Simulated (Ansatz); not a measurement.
**CH₅GaS₂: one species, many methods**

Aim: compute CH₅GaS₂ with functionals from several rungs and with coupled cluster. The yardstick is the atomisation energy at the CCSD(T) limit.

The runs use Ansatz 0.2.0, Gaussian basis; functionals in def2-TZVPP, the program's frozen cores in correlated methods.

The runs, in order: PBE-D4, r2SCAN-D4, PBE0-D4, B3LYP-D4, ωB97X-V, ωB97M-V, B2PLYP; CCSD(T)/def2-TZVPP; MP2/def2-QZVPP; extrapolation to the limit.

**1. The geometry**

The geometry comes from an earlier relaxation with PBE0-D4 in a triple-zeta def2 set; it is a stationary point, not always the lowest conformer.

SMILES `[CH3][GaH][S]S`, 9 atoms, charge 0, spin multiplicity 1.

Atoms are counted from 1 here; the program's logs count them from 0.

Bond lengths: C1–Ga2 1.953 Å, C1–H5 1.092 Å, C1–H6 1.093 Å, C1–H7 1.090 Å, Ga2–S3 2.224 Å, Ga2–H8 1.567 Å, S3–S4 2.070 Å, S4–H9 1.345 Å. Angles: Ga2–C1–H5 110.0°, Ga2–C1–H6 109.7°, Ga2–C1–H7 110.9°, H5–C1–H6 107.6°, H5–C1–H7 109.4°, H6–C1–H7 109.2°, C1–Ga2–S3 120.5°, C1–Ga2–H8 128.3°, S3–Ga2–H8 111.2°, Ga2–S3–S4 103.6°, S3–S4–H9 97.9°.

**2. PBE-D4 (GGA)**

File in.yaml:

```yaml
crystal:
  periodic: [false, false, false]
  atoms:
    - {symbol: C, position_ang: [-0.612747, 1.161403, -0.453983]}
    - {symbol: Ga, position_ang: [-0.807682, -0.291384, 0.836139]}
    - {symbol: S, position_ang: [0.848189, -1.740139, 1.164025]}
    - {symbol: S, position_ang: [2.355990, -1.045622, -0.071922]}
    - {symbol: H, position_ang: [-0.824141, 2.119327, 0.026358]}
    - {symbol: H, position_ang: [-1.334224, 1.032878, -1.264782]}
    - {symbol: H, position_ang: [0.394087, 1.178814, -0.870014]}
    - {symbol: H, position_ang: [-2.038762, -0.622722, 1.746610]}
    - {symbol: H, position_ang: [2.107691, -1.839056, -1.129532]}
basis:
  gaussian: {orbitals: def2-TZVPP}
hamiltonian: {xc: pbe, dispersion: d4}
output: {forces: true, orbitals: {seedname: orbitals}}
```

The run is started by

```console
> ansatz run in.yaml --threads 4 --pin off --events-out ev --progress --plain --max-ram 10444MiB
```

After this run come: r2SCAN-D4 (meta-GGA); PBE0-D4 (hybrid); B3LYP-D4 (hybrid); ωB97X-V (range-separated); ωB97M-V (range-separated); B2PLYP (double hybrid); CCSD(T) in def2-TZVPP; MP2 in def2-QZVPP.

Q: Predict the results of all the runs planned. Wanted: atomisation energy, CCSD(T)/CBS; farthest; mean size of error, hybrid; mean size of error, range-separated; gap, smallest and largest; T1 diagnostic; triples share of the correlation energy.

The runs gave:

| quantity | value |
| --- | --- |
| atomisation energy, CCSD(T)/CBS | 2749.2 kJ/mol |
| functionals within 27.5 kJ/mol (1.0 %) | r2SCAN-D4, PBE0-D4, ωB97X-V, ωB97M-V |
| farthest | B2PLYP (-59.4 kJ/mol) |
| mean size of error, hybrid | 16.9 kJ/mol |
| mean size of error, range-separated | 5.4 kJ/mol |
| gap, smallest and largest | 3.62 eV (PBE-D4), 9.71 eV (ωB97X-V) |
| T1 diagnostic | 0.0128 |
| triples share of the correlation energy | 4.3 % |

In words: PBE-D4 is off by +30.2 kJ/mol. Double hybrids carry the basis error of their MP2 part in triple zeta, and no dispersion term here, so their miss is partly the set-up's. The reference freezes the cores and leaves out relativity and excitations past (T), and its outer-core shells are covered unevenly, so misses under about 27.5 kJ/mol can't be ranked. Hartree-Fock recovers 71 % of the binding; the rest is correlation. Orbital gaps span 3.6 to 9.7 eV; exact exchange widens them. Correlated methods include outer-core shells of Ga, which these sets cover unevenly.
